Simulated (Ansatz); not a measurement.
# LaBi: the cost of one run

Method: reference: DFT, HSE06, plane waves, PAW, in Ansatz 0.2.0.

4 further runs of the same task are left out: 2 for a known fault of the program, 2 that didn't finish.

### Step 1. The starting structure

The structure is hexagonal, space group P6_3/mmc (No. 194). The conventional cell has a = 4.655 Å, b = 4.655 Å, c = 8.140 Å, α = 90.00°, β = 90.00°, γ = 120.00°. La (site symmetry -3m) is surrounded by 6 Bi at 3.37 Å. Around Bi (site symmetry -6m2) lie 6 La at 3.37 Å.

Structure file:

```cif
data_structure
_symmetry_space_group_name_H-M 'P 1'
_symmetry_Int_Tables_number 1
_cell_length_a 4.6545
_cell_length_b 4.6545
_cell_length_c 8.1405
_cell_angle_alpha 90.000
_cell_angle_beta 90.000
_cell_angle_gamma 120.000
_cell_volume 152.73
loop_
_atom_site_label
_atom_site_type_symbol
_atom_site_fract_x
_atom_site_fract_y
_atom_site_fract_z
_atom_site_occupancy
La1 La 0.00000 0.00000 0.00000 1
La2 La 0.00000 0.00000 0.50000 1
Bi1 Bi 0.33333 0.66667 0.25000 1
Bi2 Bi 0.66667 0.33333 0.75000 1
```

### Step 2. The reference run

Contents of input.yaml:

```yaml
crystal:
  lattice:
    - [4.6545493818, 0.0, 0.0]
    - [-2.3272746909, 4.0309580078, 0.0]
    - [0.0, 0.0, 8.1404882729]
  atoms:
    - { symbol: La, position: [0.0, 0.0, 0.0] }
    - { symbol: La, position: [0.0, 0.0, 0.5] }
    - { symbol: Bi, position: [0.3333333333, 0.6666666667, 0.25] }
    - { symbol: Bi, position: [0.6666666667, 0.3333333333, 0.75] }
kpoints:
  mp_grid: { grid: [6, 6, 2] }
hamiltonian:
  xc: hse06
scf:
  occupations: { method: fermi_dirac, width: 0.02 }
  n_extra_bands: 5
output:
  forces: true
  stress: true
  eigenvalues: true
```

The run is started by

```sh
ansatz run input.yaml --threads 4 --pin off --max-ram 3686MiB --backend cpu --events-out ev --progress --plain --runs-dir out
```

**Question.** How long does this run take on 4 threads of Arm Neoverse V1, shared host, and how much memory does it need?

About 54 s, with a peak of 2.8 GiB.
